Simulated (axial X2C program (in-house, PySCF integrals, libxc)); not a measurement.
# A two-component session on MoLi⁻: properties at the nuclei

Wanted for MoLi⁻: properties at the nuclei, at the two-component level.

The runs use an in-house X2C program for linear molecules on PySCF integrals; two-component X2C with atomic mean-field terms, Mo dyall-acv3z, Li dyall-av3z.

All values are calculated.

**1. Input**

Contents of task.json:

```json
{"zs": [42, 3], "q": -1, "bas": ["dyall-acv3z", "dyall-av3z"], "r0": 2.71, "levels": ["PBE0", "HF", "BP86", "PBE50", "TPSSh"], "nst": 3}
```

Keys: zs atomic numbers; q charge; bas basis sets; r0 starting distance in Å; levels methods (HF also brings MP2); nst determinants followed.

Launch:

```
$ python soeom.py task.json out
```

Nuclei are Gaussian, cores are contracted, and the Gaunt term is on.

**2. Expectation values, lowest determinant**

R = 2.990 Å. State: Ω = 3 (excess of +ω over −ω: ω = 1/2, ω = 5/2).

Output of the PBE0 run:

```text
two-component X2C + atomic mean field  PBE0
basis functions 214  fitting functions 935  grid points 5086
iter        total energy     max residual
   1      -4054.008440032     6.91e-05
   2      -4054.008440032     4.33e-05
   3      -4054.008440062     1.32e-05
   4      -4054.008440066     5.57e-06
converged
one-electron -5642.39576015  Coulomb 1694.40928526  exact exchange -31.11710135  xc functional -95.30577396  nuclear repulsion 22.29977544  atomic mean-field constant -1.89886532
```

The highest occupied spinor is 36% Li s, 29% Li p, 28% Mo p.

| level | Eeff magnitude (GV/cm) | Ws magnitude Mo (kHz) | A∥/gI Mo (MHz) | qzz Mo (a.u.) | A∥/gI Li (MHz) | qzz Li (a.u.) |
| --- | --- | --- | --- | --- | --- | --- |
| PBE0 | 1.92 | 0.32 | 188 | -0.28 | 4.17 | -0.01 |
| HF | 3.47 | 0.585 | 59.5 | -0.43 | -3.12 | -0.01 |
| BP86 | 1.5 | 0.248 | 209 | -0.24 | 7.02 | -0.01 |
| PBE50 | 2.26 | 0.379 | 172 | -0.32 | 2.96 | -0.01 |
| TPSSh | 1.85 | 0.307 | 193 | -0.32 | 4.51 | -0.01 |

Eeff is the effective electric field on the electron dipole moment in this Ω state and Ws the scalar–pseudoscalar constant (defined with the proton number Z and per Ω); A∥ is the parallel hyperfine constant, which follows by multiplying with the nuclear g factor gI = μI/(I μN); qzz is the electric field gradient, eQq0 = 234.96 MHz × Q/barn × qzz. The operators were transformed with the bare-nucleus X2C matrices.

**3. Expectation values, a higher determinant**

R = 2.990 Å. State: Ω = 2 (excess of +ω over −ω: ω = -1/2, ω = 5/2), 0.17 eV above the lowest in the PBE0 search for states (made at or near this distance, with looser thresholds).

Output of the PBE0 run:

```text
two-component X2C + atomic mean field  PBE0
basis functions 214  fitting functions 935  grid points 5086
iter        total energy     max residual
   1      -4054.002248505     7.32e-05
   2      -4054.002248520     1.46e-05
   3      -4054.002248535     6.12e-05
   4      -4054.002248537     1.23e-05
   5      -4054.002248538     1.13e-05
   6      -4054.002248538     1.92e-06
converged
one-electron -5642.20995787  Coulomb 1694.21251198  exact exchange -31.11278807  xc functional -95.29292470  nuclear repulsion 22.29977544  atomic mean-field constant -1.89886532
```

The highest occupied spinor is 51% Li p, 22% Mo p, 15% Mo s.

| level | Eeff magnitude (GV/cm) | Ws magnitude Mo (kHz) | A∥/gI Mo (MHz) | qzz Mo (a.u.) | A∥/gI Li (MHz) | qzz Li (a.u.) |
| --- | --- | --- | --- | --- | --- | --- |
| PBE0 | 1.15 | 0.306 | 20.6 | 0.03 | -17 | -0.02 |
| HF | 4.27 | 1.11 | 34.7 | -0.60 | -12.1 | -0.01 |
| BP86 | 0.523 | 0.147 | 104 | 0.02 | -18.2 | -0.02 |
| PBE50 | 2.22 | 0.577 | -40.9 | -0.07 | -15.5 | -0.01 |
| TPSSh | 0.99 | 0.264 | 18.2 | -0.01 | -16.7 | -0.02 |

**4. Expectation values, a higher determinant**

R = 2.990 Å. State: Ω = 1 (excess of +ω over −ω: ω = -3/2, ω = 5/2), 0.59 eV above the lowest in the PBE0 search for states (made at or near this distance, with looser thresholds).

Output of the PBE0 run:

```text
two-component X2C + atomic mean field  PBE0
basis functions 214  fitting functions 935  grid points 5086
iter        total energy     max residual
   1      -4053.986878528     6.12e-05
   2      -4053.986878537     3.18e-05
   3      -4053.986878558     2.30e-05
   4      -4053.986878568     1.11e-05
   5      -4053.986878574     5.73e-06
converged
one-electron -5639.90868092  Coulomb 1691.89722375  exact exchange -31.10690909  xc functional -95.26942243  nuclear repulsion 22.29977544  atomic mean-field constant -1.89886532
```

The highest occupied spinor is 88% Li p, 6% Mo p, 5% Mo d.

| level | Eeff magnitude (GV/cm) | Ws magnitude Mo (kHz) | A∥/gI Mo (MHz) | qzz Mo (a.u.) | A∥/gI Li (MHz) | qzz Li (a.u.) |
| --- | --- | --- | --- | --- | --- | --- |
| PBE0 | 0.721 | 0.38 | 951 | 0.00 | -44.1 | 0.00 |
| HF | 0.199 | 0.105 | 883 | 0.01 | -66.4 | 0.00 |
| BP86 | 0.777 | 0.409 | 960 | 0.00 | -37.5 | 0.00 |
| PBE50 | 0.528 | 0.285 | 902 | -0.04 | -47.9 | 0.00 |
| TPSSh | 0.695 | 0.367 | 881 | 0.00 | -41.9 | 0.00 |

**5. Summary of results**

| quantity | value |
| --- | --- |
| lowest determinant | Ω = 3 (excess of +ω over −ω: ω = 1/2, ω = 5/2) |
| Eeff magnitude (GV/cm), PBE0 | 1.92 |
| Ws magnitude Mo (kHz), PBE0 | 0.32 |
| A∥/gI Mo (MHz), PBE0 | 188 |
| qzz Mo (a.u.), PBE0 | -0.28 |
| higher determinant | Ω = 2 (excess of +ω over −ω: ω = -1/2, ω = 5/2) |
| Eeff magnitude (GV/cm), PBE0, higher determinant | 1.15 |
| Ws magnitude Mo (kHz), PBE0, higher determinant | 0.306 |
| A∥/gI Mo (MHz), PBE0, higher determinant | 20.6 |
| qzz Mo (a.u.), PBE0, higher determinant | 0.03 |
| higher determinant | Ω = 1 (excess of +ω over −ω: ω = -3/2, ω = 5/2) |
| Eeff magnitude (GV/cm), PBE0, higher determinant | 0.721 |
| Ws magnitude Mo (kHz), PBE0, higher determinant | 0.38 |
| A∥/gI Mo (MHz), PBE0, higher determinant | 951 |
| qzz Mo (a.u.), PBE0, higher determinant | 0.00 |

In the first state, the effective field runs from 1.5 to 3.47 GV/cm over the mean-field levels, so the levels don't agree on it. The expectation values come from single determinants, which for open shells can mix terms of unlike spin or miss the lowest Ω, so a determinant need not be a state. Eeff is the effective electric field on the electron dipole moment in this Ω state and Ws the scalar–pseudoscalar constant (defined with the proton number Z and per Ω); A∥ is the parallel hyperfine constant, which follows by multiplying with the nuclear g factor gI = μI/(I μN); qzz is the electric field gradient, eQq0 = 234.96 MHz × Q/barn × qzz. The operators were transformed with the bare-nucleus X2C matrices.
